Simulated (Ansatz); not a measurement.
KPt:

```
CELL_PARAMETERS angstrom
3.00085 0.00000 0.00000
-1.50042 2.59881 0.00000
0.00000 0.00000 5.34558
ATOMIC_POSITIONS crystal
Pt 0.66667 0.33333 0.00000
K 0.00000 0.00000 0.50000
```

The cell comes from a database or a generator and needn't be the stable form of this composition.

Base run:

| Item | Value |
| --- | --- |
| Program | Ansatz 0.2.0 |
| Functional | PBEsol |
| Potentials or basis | all-electron LAPW, scalar-relativistic |
| Cutoff | 225 eV (chosen from the basis error) |
| Basis error allowed | 0.001 eV/atom |
| k mesh | 10 × 10 × 5 |
| Occupations | gaussian, width 0.02 eV |
| Spin | no spin polarisation |

Its results: band gap on the k mesh none (metal or under the smearing width); pressure -4.1 GPa.

Q: The run is repeated on the same cell with these changes: functional from PBEsol to RPBE. What comes out?

A: Band gap on the k mesh none (metal or under the smearing width); pressure 3.3 GPa.

RPBE binds less tightly than PBEsol, so the same cell stands under more pressure.
